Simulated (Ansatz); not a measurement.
# CH12O4Si4: the cost of one run

Method: RKS B3LYP/STO-3G, in Ansatz 0.2.0.

**1. The system as given**

Bond lengths (14 of 20 bonds, heavy atoms first): Si1–O2 1.680 Å, O2–Si3 1.680 Å, Si1–O7 1.680 Å, O7–Si8 1.680 Å, Si1–O12 1.679 Å, O12–C13 1.420 Å, Si1–O17 1.679 Å, O17–Si18 1.680 Å, Si3–H4 1.460 Å, Si3–H5 1.460 Å, Si3–H6 1.460 Å, Si8–H9 1.460 Å, Si8–H10 1.460 Å, Si8–H11 1.460 Å. Angles (14 of 34 angles, heavy atoms first): Si1–O2–Si3 125.0°, O2–Si1–O7 109.4°, O2–Si1–O12 109.5°, O2–Si1–O17 109.5°, O7–Si1–O12 109.5°, O7–Si1–O17 109.5°, O12–Si1–O17 109.5°, Si1–O7–Si8 125.0°, Si1–O12–C13 125.0°, Si1–O17–Si18 125.0°, O2–Si3–H4 109.5°, O2–Si3–H5 109.5°, O2–Si3–H6 109.5°, O7–Si8–H9 109.5°.

Its coordinates follow in the input file.

**2. Relaxing the start**

input.yaml reads:

```yaml
crystal:
  periodic: [false, false, false]
  atoms:
    - { symbol: Si, position_ang: [0.0, 0.0, 0.0] }
    - { symbol: O, position_ang: [0.0, 0.0, 1.68] }
    - { symbol: Si, position_ang: [-1.3147, -0.4067, 2.6436] }
    - { symbol: H, position_ang: [-2.239, -1.2403, 1.8804] }
    - { symbol: H, position_ang: [-0.8506, -1.1432, 3.8157] }
    - { symbol: H, position_ang: [-1.9987, 0.8095, 3.0733] }
    - { symbol: O, position_ang: [1.5842, 0.0, -0.5594] }
    - { symbol: Si, position_ang: [2.4906, -1.3762, -0.8866] }
    - { symbol: H, position_ang: [1.6598, -2.3521, -1.5857] }
    - { symbol: H, position_ang: [3.6318, -1.0202, -1.7249] }
    - { symbol: H, position_ang: [2.9691, -1.9538, 0.366] }
    - { symbol: O, position_ang: [-0.7913, 1.3709, -0.5594] }
    - { symbol: C, position_ang: [-2.1512, 1.4177, -0.9653] }
    - { symbol: H, position_ang: [-2.7687, 0.8215, -0.2614] }
    - { symbol: H, position_ang: [-2.5023, 2.4707, -0.9639] }
    - { symbol: H, position_ang: [-2.2473, 0.9975, -1.9882] }
    - { symbol: O, position_ang: [-0.7913, -1.3709, -0.5594] }
    - { symbol: Si, position_ang: [-1.673, -2.4329, 0.3983] }
    - { symbol: H, position_ang: [-1.2634, -2.287, 1.792] }
    - { symbol: H, position_ang: [-3.0964, -2.1323, 0.2761] }
    - { symbol: H, position_ang: [-1.4264, -3.8036, -0.0398] }
basis:
  gaussian: { orbitals: STO-3G }
hamiltonian:
  xc: b3lyp
relax:
  f_tol: 0.02
  max_steps: 40
output:
  orbitals: {}
```

Launch:

```console
ansatz run input.yaml --threads 1 --pin off --max-ram 2048MiB --backend cpu --events-out ev --progress --plain --runs-dir out
```

**Question.** How long does this run take on 1 thread of Intel Xeon Platinum 8259CL at 2.50GHz (Skylake/Cascade Lake), shared host, and how much memory does it need?

About 6.5 min, with a peak of 0.26 GiB.
